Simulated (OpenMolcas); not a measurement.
# Re⁵⁺ among point charges: CASSCF and CASPT2 levels and susceptibility

How does a field of 6 point charges split the states of Re⁵⁺, and what χT follows?

Program: OpenMolcas 26.06. Level of theory: state-averaged CASSCF and CASPT2, spin-orbit coupling by RASSI with atomic mean-field integrals. These are calculated values, not measurements, unless marked.

### 1 The system

- Species: Re⁵⁺ (rhenium, Z = 75, 70 electrons)
- Basis: ANO-RCC-VDZP [7s6p4d2f1g], 68 functions
- Scalar Hamiltonian: DKH2, point nucleus
- Inactive shells: 1s 2s 2p 3s 3p 3d 4s 4p 4d 4f 5s 5p
- Active space: 2 electrons in 5 orbitals (5d)
- Some configurations of this space: 5d²
- Orbitals: optimised for each spin and parity, averaged over all roots

The outer shells:

5d2
```
5d [↑ ][↑ ][  ][  ][  ]
```

The ion sits among 6 point charges of -1.7 e arranged as an octahedron (Oh), 1.85 Å from the ion.

The work runs as a chain of OpenMolcas steps in one folder; each step below is one input file. Labels, J, g values, rates, χT and fits are worked out afterwards by a script from the matrices that RASSI stores. The input lists half of the charges; inversion (Group=XYZ) makes the rest.

### 2 One- and two-electron integrals

The input, a.inp:

```
&GATEWAY
Coord
1

Re 0.0 0.0 0.0
Basis=ANO-RCC-VDZP
Group=XYZ
NoMove
AngMom=0.0 0.0 0.0
AMFI
XField
3 Angstrom 0
1.850000 0.000000 0.000000 -1.700000
0.000000 1.850000 0.000000 -1.700000
0.000000 0.000000 1.850000 -1.700000
&SEWARD
```

Started as:

```bash
$ OMP_NUM_THREADS=1 MOLCAS_MEM=1689 MOLCAS_PROJECT=a pymolcas a.inp > a.log
```

### 3 Reference wave functions, triplets of even parity, 10 roots

The input, a.inp:

```
&RASSCF
FileOrb=start.orb
Symmetry=1
Spin=3
nActEl=2 0 0
Inactive=15 19
Ras2=5 0
CIRoot=10 10 1
SDav=10
CIMx=300
Iter=120 100
PrWF=0.3
OrbListing=Nothing
MaxOrb=0
>>> COPY $Project.JobIph JOB001
```

start.orb holds the contracted functions of the basis, ordered by shell, or the orbitals of the step before.

### 4 Reference wave functions, singlets of even parity, 15 roots

The input, a.inp:

```
&RASSCF
FileOrb=start.orb
Symmetry=1
Spin=1
nActEl=2 0 0
Inactive=15 19
Ras2=5 0
CIRoot=15 15 1
SDav=15
CIMx=300
Iter=120 100
PrWF=0.3
OrbListing=Nothing
MaxOrb=0
>>> COPY $Project.JobIph JOB002
```

### 5 State interaction with spin-orbit coupling

The input, a.inp:

```
&RASSI
NrOfJobIphs=2 10 15
1 2 3 4 5 6 7 8 9 10
1 2 3 4 5 6 7 8 9 10 11 12 13 14 15
IphNames
JOB001
JOB002
EJob
SpinOrbit
DIPRint=1.0
SOCoupling=1000.0
Subsets=2
Property=9
'ANGMOM' 1 'ANGMOM' 2 'ANGMOM' 3 'MLTPL  1' 1 'MLTPL  1' 2 'MLTPL  1' 3
'AMFI' 1 'AMFI' 2 'AMFI' 3
SOProperty=3
'ANGMOM' 1 'ANGMOM' 2 'ANGMOM' 3
```

### 6 CASPT2: IPEA 0.25, imaginary shift 0.1 (closed shells correlated: 5s 5p)

The input, a.inp:

```
>>> COPY JOB001 $Project.JobIph
&CASPT2
Multistate=10 1 2 3 4 5 6 7 8 9 10
NoMult
Frozen=14 16
IPEA=0.25
Imaginary=0.1
MaxIter=60
WThr=0.0 0.3 0.05
PrWF=0.5
NoMix
>>> COPY JOB002 $Project.JobIph
&CASPT2
Multistate=15 1 2 3 4 5 6 7 8 9 10 11 12 13 14 15
NoMult
Frozen=14 16
IPEA=0.25
Imaginary=0.1
MaxIter=60
WThr=0.0 0.3 0.05
PrWF=0.5
NoMix
```

(Steps that only read results are left out.)

**Question.** What will these runs give? Wanted: spin-free ground state; first state of the same spin within the active space; lowest level; next level.

**Answer**, as computed:

| quantity | value |
| --- | --- |
| method | SS-CASPT2, IPEA 0.25, imaginary shift 0.1 (closed shells correlated: 5s 5p) |
| spin-free ground state | 3T1, 3-fold in its orbital part |
| first state of the same spin within the active space | 3T2 at 12600 cm⁻¹ |
| lowest level | 2-fold E, g = 0.00, 0.00, 0.00 |
| next level | 1078.9 cm⁻¹ |
| χT at 300 K | 0.05 cm³ K/mol |
| effective moment at 300 K | 0.62 μB |

Cost by method:

```tsv
method	time of its own steps	time with the reference
A. CASSCF	6.5 s	6.5 s
B. SS-CASPT2, IPEA 0.25, imaginary shift 0.1, +5s 5p	3.5 s	10 s
```

Times are of one thread on a shared host.

What this shows: The spin-free ground state (3T1) comes to 94 % from free-ion F terms and keeps the highest spin of the shell. χT at 300 K is 0.05, against 1.00 cm³ K/mol for the spin alone, so spin-orbit coupling lowers it. A ligand-field fit to the states below 45000 cm-1 gives 10Dq = 14442 cm-1, B = 761 cm-1 and C = 3230 cm-1 (C/B = 4.25), with a deviation of 252 cm-1. CASPT2 does not keep the components of a term degenerate, and the means are used. The field of point charges can differ much from that of real complexes. Point charges carry no covalency, so the field is a model and not that of real ligands.
